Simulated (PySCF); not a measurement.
# P4Se4 (P4Se4 realgar): the cost of one run

Programs: PySCF 2.14.0, with routines of our own; each step states its level. All values are computed. Atoms count from 0.

### 1 The starting structure

8 atoms, charge 0, multiplicity 1; geometry from: GFN2-xTB.

### 2 Magnetic properties: GIAO BP86/def2-SVP

Job settings and geometry (Å):

```
{"job": {"kind": "mag", "xc": "BP86", "basis": "def2-SVP"}, "charge": 0, "multiplicity": 1}
P      1.282660    -1.216140    -0.665880
Se     1.954480     0.939140    -0.973870
P      0.109850     1.885510    -0.028260
Se     0.512990     1.069390     2.060430
P      0.256300    -1.123550     1.497320
Se    -1.954490    -0.940220     0.974020
P     -1.648620     0.454220    -0.803130
Se    -0.513170    -1.068360    -2.060630
```

Level: GIAO BP86/def2-SVP magnetisability, rotational g tensor and spin-rotation constants, non-relativistic, gas phase.

On the command line:

```sh
OMP_NUM_THREADS=1 python excited_run.py task.json out
```

One launch serves the whole session: the jobs run in the order shown.

Q: Estimate the wall time and peak memory of this first job on 1 thread of Arm Neoverse V1, shared host.

About 69 s, with a peak of 0.96 GiB.
